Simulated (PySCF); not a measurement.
# revPBE/6-31G(d) (spherical functions) run of GaSiH7O (SMILES [SiH3][OH+][GaH3-])

What is the energy change on altering one bond length of GaSiH7O at revPBE/6-31G* (spherical functions)? 

Program for the calculation: PySCF 2.14.0.

2 further runs of the same task are left out: 2 set aside as unsound or not needed.

## Step 1: The molecule

The species is GaSiH7O (10 atoms), meant as a singlet with charge 0. SMILES: `[SiH3][OH+][GaH3-]`. Geometry: relaxed at PBE0-D4/def2-TZVP.

Bond lengths: Si1–O2 1.685 Å, O2–Ga3 2.176 Å, Si1–H4 1.485 Å, Si1–H5 1.480 Å, Si1–H6 1.475 Å, O2–H7 0.960 Å, Ga3–H8 1.571 Å, Ga3–H9 1.583 Å, Ga3–H10 1.578 Å. Some angles: Si1–O2–Ga3 118.1°, Si1–O2–H7 117.7°, Ga3–O2–H7 112.1°, O2–Si1–H4 106.7°, O2–Si1–H5 110.5°, O2–Si1–H6 105.9°, O2–Ga3–H8 100.1°, O2–Ga3–H9 92.2°, O2–Ga3–H10 95.6°, H4–Si1–H5 110.0°.

## Step 2: A single-point energy at revPBE/6-31G(d) (spherical functions)

input.py reads:

```python
from pyscf import gto, dft

system = gto.M(
    atom=[
    ('Si', (-0.484700, 0.680100, -1.289300)),
    ('O', (-0.772200, -0.233700, 0.097500)),
    ('Ga', (0.882100, -0.551000, 1.475200)),
    ('H', (-1.767100, 0.740000, -2.035000)),
    ('H', (0.556000, 0.040700, -2.124900)),
    ('H', (-0.069600, 2.013200, -0.814500)),
    ('H', (-1.323900, -1.014800, 0.010100)),
    ('H', (0.306600, 0.146600, 2.760300)),
    ('H', (1.885600, 0.253500, 0.552600)),
    ('H', (0.870300, -2.125600, 1.370900)),
],
    max_memory=1860,
    charge=0,
    basis='6-31g*',
    verbose=4,
    spin=0,
)

mf = dft.RKS(system)
mf.xc = 'revpbe'
mf.grids.level = 5
mf.conv_tol = 1e-10
mf.kernel()
if not mf.converged:
    mf = mf.newton().run(mf.mo_coeff, mf.mo_occ)

etot = mf.e_tot
print(f'total energy: {etot:.8f} hartree')
```

The run is started by

```
OMP_NUM_THREADS=1 python input.py
```

Log:

```text
PySCF version 2.14.0

[INPUT] num. atoms = 10
[INPUT] num. electrons = 60
[INPUT] charge = 0
[INPUT] spin (= nelec alpha-beta = 2S) = 0
[INPUT] symmetry False subgroup None
[INPUT] Mole.unit = angstrom
[INPUT] Symbol           X                Y                Z      unit          X                Y                Z       unit  Magmom
[INPUT]  1 Si    -0.484700000000   0.680100000000  -1.289300000000 AA   -0.915950252577   1.285202737317  -2.436423892402 Bohr   0.0
[INPUT]  2 O     -0.772200000000  -0.233700000000   0.097500000000 AA   -1.459246513389  -0.441628995311   0.184248297145 Bohr   0.0
[INPUT]  3 Ga     0.882100000000  -0.551000000000   1.475200000000 AA    1.666927414479  -1.041239094635   2.787723978958 Bohr   0.0
[INPUT]  4 H     -1.767100000000   0.740000000000  -2.035000000000 AA   -3.339335034719   1.398397332178  -3.845592663490 Bohr   0.0
[INPUT]  5 H      0.556000000000   0.040700000000  -2.124900000000 AA    1.050687725258   0.076911853270  -4.015479042088 Bohr   0.0
[INPUT]  6 H     -0.069600000000   2.013200000000  -0.814500000000 AA   -0.131524938270   3.804396633974  -1.539181928458 Bohr   0.0
[INPUT]  7 H     -1.323900000000  -1.014800000000   0.010100000000 AA   -2.501808416312  -1.917694071209   0.019086233858 Bohr   0.0
[INPUT]  8 H      0.306600000000   0.146600000000   2.760300000000 AA    0.579390029792   0.277033849861   5.216211021637 Bohr   0.0
[INPUT]  9 H      1.885600000000   0.253500000000   0.552600000000 AA    3.563267580480   0.479045572577   1.044262656435 Bohr   0.0
[INPUT] 10 H      0.870300000000  -2.125600000000   1.370900000000 AA    1.644628646209  -4.016801850375   2.590625544166 Bohr   0.0

nuclear repulsion = 256.165787534959
number of shells = 40
number of NR pGTOs = 201
number of NR cGTOs = 78
basis = 6-31g*
ecp = {}

******** <class 'pyscf.dft.rks.RKS'> ********
method = RKS
initial guess = minao
damping factor = 0
level_shift factor = 0
DIIS = <class 'pyscf.scf.diis.CDIIS'>
diis_start_cycle = 1
diis_space = 8
diis_damp = 0
SCF conv_tol = 1e-10
SCF conv_tol_grad = None
SCF max_cycles = 50
direct_scf = True
direct_scf_tol = 1e-13
XC library pyscf.dft.libxc version 7.0.0
    S. Lehtola, C. Steigemann, M. J.T. Oliveira, and M. A.L. Marques.,  SoftwareX 7, 1–5 (2018)
XC functionals = revpbe
    Y. Zhang and W. Yang.,  Phys. Rev. Lett. 80, 890 (1998)
    J. P. Perdew, K. Burke, and M. Ernzerhof.,  Phys. Rev. Lett. 77, 3865 (1996)
    J. P. Perdew, K. Burke, and M. Ernzerhof.,  Phys. Rev. Lett. 78, 1396 (1997)
radial grids:
    Treutler-Ahlrichs [JCP 102, 346 (1995); DOI:10.1063/1.469408] (M4) radial grids

becke partition: Becke, JCP 88, 2547 (1988); DOI:10.1063/1.454033
pruning grids: <function nwchem_prune>
grids dens level: 5
symmetrized grids: False
atomic radii adjust function: <function treutler_atomic_radii_adjust>
small_rho_cutoff = 0
Set gradient conv threshold to 1e-05
Initial guess from minao.
tot grids = 296592
init E= -2292.6392424891
  HOMO = -0.304501389026702  LUMO = -0.0802958503620763  gap/eV = 6.10094
cycle= 1 E= -2293.1178231109  delta_E= -0.479  |g|= 0.909  |ddm|= 2.67
  HOMO = -0.164225346578878  LUMO = -0.033688020668007  gap/eV = 3.55210
cycle= 2 E= -2292.75177869394  delta_E= 0.366  |g|=  1.7  |ddm|= 1.57
  HOMO = -0.22773951326007  LUMO = -0.0610942461693509  gap/eV = 4.53465
cycle= 3 E= -2293.22809748781  delta_E= -0.476  |g|= 0.241  |ddm|= 1.28
  HOMO = -0.231433999380734  LUMO = -0.0518059476112618  gap/eV = 4.88793
cycle= 4 E= -2293.23915435705  delta_E= -0.0111  |g|= 0.0652  |ddm|= 0.215
  HOMO = -0.237755825171527  LUMO = -0.0522958684990598  gap/eV = 5.04662
cycle= 5 E= -2293.23962848681  delta_E= -0.000474  |g|= 0.0124  |ddm|= 0.0495
  HOMO = -0.236427071561132  LUMO = -0.0529042302883305  gap/eV = 4.99391
cycle= 6 E= -2293.23967294963  delta_E= -4.45e-05  |g|= 0.00178  |ddm|= 0.0168
  HOMO = -0.236228925527676  LUMO = -0.0527216149907077  gap/eV = 4.99349
cycle= 7 E= -2293.23967410285  delta_E= -1.15e-06  |g|= 0.000362  |ddm|= 0.00305
  HOMO = -0.236222926187213  LUMO = -0.0527336094120816  gap/eV = 4.99300
cycle= 8 E= -2293.23967414187  delta_E= -3.9e-08  |g|= 7.31e-05  |ddm|= 0.000497
  HOMO = -0.236232680641432  LUMO = -0.0527385682743864  gap/eV = 4.99313
cycle= 9 E= -2293.23967414331  delta_E= -1.43e-09  |g|= 7.25e-06  |ddm|= 9.68e-05
  HOMO = -0.236231997129268  LUMO = -0.0527386230756122  gap/eV = 4.99311
cycle= 10 E= -2293.23967414332  delta_E= -1.82e-11  |g|= 1.14e-06  |ddm|= 1.3e-05
  HOMO = -0.236231980690015  LUMO = -0.0527385637821278  gap/eV = 4.99311
Extra cycle  E= -2293.23967414332  delta_E= 6.37e-12  |g|= 9.49e-07  |ddm|= 3.39e-06
converged SCF energy = -2293.23967414332
total energy: -2293.23967414 hartree
```

It took 22 s on 1 thread of Intel Xeon at 2.70GHz, shared host; peak memory 0.41 GiB.

## Step 3: The distorted shape at the same level

calc.py reads:

```python
from pyscf import gto, dft

molecule = gto.Mole()
molecule.atom = '''
Si    -0.816792    -0.386419    -1.669154
O     -1.104292    -1.300219    -0.282354
Ga     0.550008    -1.617519     1.095346
H     -2.099192    -0.326519    -2.414854
H      0.223908    -1.025819    -2.504754
H     -0.069600     2.013200    -0.814500
H     -1.655992    -2.081319    -0.369754
H     -0.025492    -0.919919     2.380446
H      1.553508    -0.813019     0.172746
H      0.538208    -3.192119     0.991046
'''
molecule.verbose = 3
molecule.max_memory = 1860
molecule.basis = '6-31g*'
molecule.build()

myscf = dft.RKS(molecule)
myscf.xc = 'revpbe'
myscf.grids.level = 5
myscf.conv_tol = 1e-10
myscf.kernel()
if not myscf.converged:
    myscf = myscf.newton().run(myscf.mo_coeff, myscf.mo_occ)

energy = myscf.e_tot
print('E = %.10f Eh' % energy)
```

The run is started by

```
OMP_NUM_THREADS=1 python calc.py
```

Log:

```text
converged SCF energy = -2293.12462500393
E = -2293.1246250039 Eh
```

Wall time 21 s (1 thread of Intel Xeon at 2.70GHz, shared host); peak memory 0.41 GiB.

## Step 4: Summary of results

At revPBE/6-31G* (spherical functions):

```
                                                          quantity           value
                                         first shape: total energy  -2293.23967 Eh
                                        first shape: dipole moment          3.76 D
                                          first shape: HOMO energy        -6.43 eV
                                          first shape: LUMO energy        -1.44 eV
                                        first shape: HOMO–LUMO gap         4.99 eV
                                     distorted shape: total energy  -2293.12463 Eh
                                    distorted shape: dipole moment          4.31 D
                                      distorted shape: HOMO energy        -6.38 eV
                                      distorted shape: LUMO energy        -3.71 eV
                                    distorted shape: HOMO–LUMO gap         2.67 eV
energy change with the Si1–H6 bond stretched from 1.475 to 2.655 Å        3.131 eV
```

With the Si1–H6 bond stretched from 1.475 to 2.655 Å the energy rises by 3.13 eV (72 kcal/mol). The first shape isn't relaxed at this level, so the change isn't measured from a minimum. Mulliken charges (first shape) run from -0.67 on O2 to +0.54 on Si1. Mulliken charges (distorted shape) run from -0.66 on O2 to +0.49 on Si1.
